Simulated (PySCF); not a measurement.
# CuOF₂: relaxation and vibrations of the doublet

Where does doublet CuOF₂ go from a T-shaped (ligand arrangement 1) start, is the end point a minimum, and what are its modes, charges and moments?

The runs use PySCF 2.14.0; PBE0, basis Cu def2-TZVP, O def2-TZVP, F def2-TZVP, no relativity, density fitting.

## 1. The system as given

4 atoms, charge 0, spin multiplicity 2.

Bond lengths: Cu1–O2 1.720 Å, Cu1–F3 1.760 Å, Cu1–F4 1.760 Å. Angles: O2–Cu1–F3 88.0°, O2–Cu1–F4 176.0°, F3–Cu1–F4 88.0°.

Z-matrix (Å, degrees; charge 0 multiplicity 2):
```
Cu
O  1 1.7200
F  1 1.7600 2 88.00
F  1 1.7600 3 88.00 2 180.00
```

## 2. The SCF at the typed geometry

One driver script runs all steps and calls PySCF; scf.py shows how it sets up the SCF of each step. The optimiser is the driver's own. After this first run the driver tries any further starts and a stability analysis.

Input file scf.py:

```python
from pyscf import gto, scf, dft
mol = gto.M(atom='''
Cu     0.000000     0.000000     0.000000
O     -1.719000     0.000000     0.060000
F      0.000000     0.000000     1.760000
F      1.758900     0.000000     0.061400''',
    basis={'Cu': 'def2-TZVP', 'O': 'def2-TZVP', 'F': 'def2-TZVP'},
    charge=0, spin=1)
mf = dft.UKS(mol, xc='PBE0')
mf.grids.atom_grid = (50, 194)
aux = {'Cu': 'def2-universal-JKFIT', 'O': 'def2-universal-JKFIT', 'F': 'def2-universal-JKFIT'}
mf = mf.density_fit(auxbasis=aux)
mf.conv_tol = 1e-08
mf.diis_space = 10
mf.max_cycle = 60
mf.init_guess = 'minao'
mf.verbose = 4
mf.kernel()
```

Started as:

```sh
OMP_NUM_THREADS=4 python axn.py task.json out
```

Output:

```text
init E= -1914.46888674838
[... the frontier-level lines of each cycle are left out ...]
cycle= 1 E= -1910.24991976149  delta_E= 4.22  |g|= 4.38  |ddm|= 1.57
cycle= 2 E= -1892.12621680236  delta_E= 18.1  |g|=  9.1  |ddm|= 7.96
cycle= 3 E= -1909.77722894907  delta_E= -17.7  |g|= 3.68  |ddm|= 6.83
cycle= 4 E= -1905.61604387362  delta_E= 4.16  |g|= 3.61  |ddm|= 3.24
cycle= 5 E= -1912.23027826886  delta_E= -6.61  |g|= 2.25  |ddm|= 3.15
cycle= 6 E= -1913.17517156814  delta_E= -0.945  |g|= 1.81  |ddm|= 1.54
cycle= 7 E= -1914.74887119736  delta_E= -1.57  |g|= 0.553  |ddm|= 1.18
cycle= 8 E= -1914.78821933471  delta_E= -0.0393  |g|= 0.553  |ddm|= 0.418
cycle= 9 E= -1914.84478091663  delta_E= -0.0566  |g|= 0.309  |ddm|= 0.119
cycle= 10 E= -1914.86684425081  delta_E= -0.0221  |g|= 0.16  |ddm|= 0.139
cycle= 11 E= -1914.8776417558  delta_E= -0.0108  |g|= 0.0225  |ddm|= 0.111
cycle= 12 E= -1914.87928069334  delta_E= -0.00164  |g|= 0.0342  |ddm|= 0.0676
cycle= 13 E= -1914.88032344257  delta_E= -0.00104  |g|= 0.0354  |ddm|= 0.0442
cycle= 14 E= -1914.88284958627  delta_E= -0.00253  |g|= 0.0241  |ddm|= 0.124
cycle= 15 E= -1914.8840266195  delta_E= -0.00118  |g|= 0.0153  |ddm|= 0.126
cycle= 16 E= -1914.88413829695  delta_E= -0.000112  |g|= 0.00812  |ddm|= 0.00932
cycle= 17 E= -1914.88415483605  delta_E= -1.65e-05  |g|= 0.00562  |ddm|= 0.0204
cycle= 18 E= -1914.88427836975  delta_E= -0.000124  |g|= 0.00232  |ddm|= 0.0353
cycle= 19 E= -1914.88430078018  delta_E= -2.24e-05  |g|= 0.00109  |ddm|= 0.0182
cycle= 20 E= -1914.88430105088  delta_E= -2.71e-07  |g|= 0.00208  |ddm|= 0.00759
cycle= 21 E= -1914.88430655976  delta_E= -5.51e-06  |g|= 0.000692  |ddm|= 0.00643
cycle= 22 E= -1914.88430852312  delta_E= -1.96e-06  |g|= 0.000232  |ddm|= 0.00563
cycle= 23 E= -1914.88430882367  delta_E= -3.01e-07  |g|= 0.000256  |ddm|= 0.00171
cycle= 24 E= -1914.88430892686  delta_E= -1.03e-07  |g|= 6.13e-05  |ddm|= 0.00109
cycle= 25 E= -1914.88430894283  delta_E= -1.6e-08  |g|= 4.76e-05  |ddm|= 0.00046
cycle= 26 E= -1914.88430894833  delta_E= -5.5e-09  |g|= 2.21e-05  |ddm|= 0.000178
Extra cycle  E= -1914.88430894918  delta_E= -8.56e-10  |g|= 4.87e-05  |ddm|= 6e-05
converged SCF energy = -1914.88430894918  <S^2> = 1.4429549  2S+1 = 2.602272
```

This step, with its further starts and checks, needed 22 s of wall time on 4 threads of Intel Xeon 6975P-C (Granite Rapids), shared host.

Energies from each starting density:

```csv
start,energy (Eh)
the minimal-basis guess,-1914.884309
a thermally smeared density,-1914.884309
a smeared PBE density,-1914.884309
```

The test of internal stability and the other starts found no lower solution of this spin.

## 3. T-shaped (ligand arrangement 1) start, doublet: relaxation

The program finds Cs symmetry in the start, which this walk keeps. Threshold on the gradient: 0.0003 Eh/bohr, with a further test on the energy change.

scf.py, as its differences from that of step 2:

```diff
@@ -3,4 +3,4 @@
-Cu     0.000000     0.000000     0.000000
-O     -1.719000     0.000000     0.060000
-F      0.000000     0.000000     1.760000
-F      1.758900     0.000000     0.061400''',
+Cu    -0.050641     0.000000    -0.304165
+O     -1.769641     0.000000    -0.244165
+F     -0.050641     0.000000     1.455835
+F      1.708259     0.000000    -0.242765''',
@@ -16 +15,0 @@
-mf.init_guess = 'minao'
```

The optimiser's trace:

```csv
step,energy (Eh),change (kJ/mol),largest symmetric gradient (Eh/bohr)
0,-1914.884309,0.00,0.03858
1,-1914.891843,-19.78,0.02025
2,-1914.896023,-30.75,0.00640
3,-1914.897166,-33.76,0.00534
4,-1914.897886,-35.65,0.00508
5,-1914.899404,-39.63,0.00973
6,-1914.899868,-40.85,0.01110
7,-1914.900335,-42.08,0.00599
8,-1914.900454,-42.39,0.00186
9,-1914.900492,-42.49,0.00222
10,-1914.900643,-42.89,0.00661
11,-1914.900768,-43.21,0.01256
12,-1914.901027,-43.89,0.01426
13,-1914.901953,-46.33,0.01001
14,-1914.901992,-46.43,0.01130
15,-1914.902653,-48.16,0.01446
16,-1914.903068,-49.25,0.00721
17,-1914.903561,-50.55,0.00642
18,-1914.904539,-53.11,0.00803
19,-1914.904792,-53.78,0.00479
20,-1914.904878,-54.00,0.00044
21,-1914.904880,-54.01,0.00032
22,-1914.904881,-54.01,0.00001
```

The walk took 78 s.

Positions (Å) and forces (eV/Å) along the way:

```
step 0
Cu  -0.051   0.000  -0.304   1.984   0.000   1.110
O   -1.770   0.000  -0.244  -0.837   0.000  -0.410
F   -0.051   0.000   1.456  -0.534   0.000   0.284
F    1.708   0.000  -0.243  -0.613   0.000  -0.985
step 1
Cu  -0.013   0.000  -0.249   1.041   0.000   0.745
O   -1.762   0.000  -0.273  -0.386   0.000  -0.235
F   -0.110   0.000   1.515  -0.320   0.000   0.037
F    1.722   0.000  -0.329  -0.335   0.000  -0.546
step 11
Cu   0.306   0.000   0.076   0.311   0.000   0.099
O   -1.646   0.000  -0.197   0.169   0.000  -0.216
F   -0.644   0.000   1.614   0.161   0.000  -0.091
F    1.820   0.000  -0.828  -0.642   0.000   0.208
step 22
Cu   0.386   0.000   0.274   0.000   0.000   0.001
O   -1.501   0.000  -0.367   0.003   0.000  -0.006
F   -0.669   0.000   1.698  -0.008   0.000  -0.003
F    1.622   0.000  -0.939   0.005   0.000   0.008
```

It settles in Cs symmetry, 54.0 kJ/mol below the start, after 22 steps: Cu–F 1.732 Å, Cu–F 1.772 Å, Cu–O 1.993 Å; F–Cu–F 171.0°, F–Cu–O 72.2°, F–Cu–O 116.8°.

## 4. Is it a minimum? Harmonic modes

On the finer grid the gradient is checked again; gradients at displacements of ±0.02 bohr then give force constants and infrared intensities.

scf.py, as its differences from that of step 3:

```diff
@@ -3,4 +3,4 @@
-Cu    -0.050641     0.000000    -0.304165
-O     -1.769641     0.000000    -0.244165
-F     -0.050641     0.000000     1.455835
-F      1.708259     0.000000    -0.242765''',
+Cu     0.223906     0.000000     0.047968
+O     -1.661565     0.000000    -0.586995
+F     -0.821979     0.000000     1.478266
+F      1.468782     0.000000    -1.155469''',
@@ -10 +10 @@
-mf.grids.atom_grid = (50, 194)
+mf.grids.atom_grid = (75, 302)
@@ -13 +13 @@
-mf.conv_tol = 1e-08
+mf.conv_tol = 1e-10
```

This SCF starts from the last density.

SCF at the final geometry:

```text
init E= -1914.90473561571
[... the frontier-level lines of each cycle are left out ...]
cycle= 1 E= -1914.90473561572  delta_E= -1.27e-11  |g|= 6e-06  |ddm|= 7.07e-06
Extra cycle  E= -1914.90473561571  delta_E= 1.46e-11  |g|= 1.34e-05  |ddm|= 8.52e-06
converged SCF energy = -1914.90473561571  <S^2> = 1.7066365  2S+1 = 2.7975965
```

The whole step took 2.3 min.

Geometry: Cs; Cu–F 1.731 Å, Cu–F 1.772 Å, Cu–O 1.990 Å; F–Cu–F 170.2°, F–Cu–O 72.4°, F–Cu–O 117.4°.

Modes, for the most abundant isotopes:

```tsv
symmetry	ω (cm⁻¹)	IR (km/mol)	μ (u)	type
a'	131	1.7	19.53	bend
a''	181	36.1	26.54	bend
a'	193	45.5	22.40	bend
a'	277	5.5	17.76	stretch
a'	566	6.4	19.19	stretch
a'	708	130	25.04	stretch
```

μ is the mass of the mode for normalised Cartesian displacements, not the reduced mass of the usual diatomic formula.

All wavenumbers are real: a minimum.

Properties at this point:

* Dipole moment: 0.84 D
* Highest occupied level: -10.02 eV
* Lowest empty level: -5.96 eV
* Rotational constants: 0.3726, 0.1313, 0.09707 cm⁻¹
* Zero-point energy: 12.3 kJ/mol
* Principal polarisabilities: 16.2, 35.3, 36.9 bohr³
* Atomisation energy without zero-point energy: 760 kJ/mol
* Principal traceless quadrupole moments about the centre of mass: -14.00, 6.99, 7.01 D Å
* Entropy at 298.15 K and 1 bar (electronic part: spin only): 321.0 J/(mol K)
* Heat capacity Cp at 298.15 K: 72.1 J/(mol K)
* Enthalpy at 298.15 K above 0 K: 16.69 kJ/mol
* Rotational symmetry number: 1
* Spin squared ⟨S²⟩: 1.707

Charges (e) and bond orders:

```tsv
atom	Mulliken	Löwdin	polar tensor	spin (Mulliken)	Mayer order to Cu1
Cu1	0.84	0.44	1.12	-0.78	–
O2	0.07	0.16	0.17	1.77	0.47
F3	-0.42	-0.27	-0.63	0.10	0.70
F4	-0.50	-0.32	-0.66	-0.10	0.82
```

Outer orbital energies (eV). α occupied: -13.02, -12.17, -11.80, -11.27, -11.25, -11.22, -10.14, -10.02; empty: -5.23, -0.70, 2.18, 3.19. β occupied: -12.84, -12.06, -11.70, -11.23, -11.23, -10.23, -10.15, -10.05; empty: -5.96, -5.73, -1.05, 2.19.

Mulliken populations on Cu1: s 6.44, p 12.34, d 9.38, f 0.00.

## 5. What came out

| quantity | value |
| --- | --- |
| minimum | broken-symmetry (Ms = 1/2), Cs |
| geometry | Cu–F 1.731 Å, Cu–F 1.772 Å, Cu–O 1.990 Å; F–Cu–F 170.2°, F–Cu–O 72.4°, F–Cu–O 117.4° |
| wavenumbers (cm⁻¹) | 131 (a'), 181 (a''), 193 (a'), 277 (a'), 566 (a'), 708 (a') |
| dipole moment | 0.84 D |
| highest occupied, lowest empty level (either spin) | -10.02, -5.96 eV |
| polar-tensor charge of Cu1 | +1.12 e |
| zero-point energy | 12.3 kJ/mol |
| entropy at 298.15 K | 321.0 J/(mol K) |
| atomisation energy (no zero-point energy) | 760 kJ/mol |
| ⟨S²⟩ | 1.707 |

The T-shaped (ligand arrangement 1) start keeps its Cs symmetry and ends in a minimum. The determinant is spin-contaminated (⟨S²⟩ = 1.71 against 0.75), so it is no pure spin state. In the infrared the band at 708 cm⁻¹ (a', stretch) leads. Only this shape and spin were tried, so other structures or states may lie lower. Open d and f shells are described by one determinant, and the ground state may have another occupation or spin.

The search up to here took 4 min.
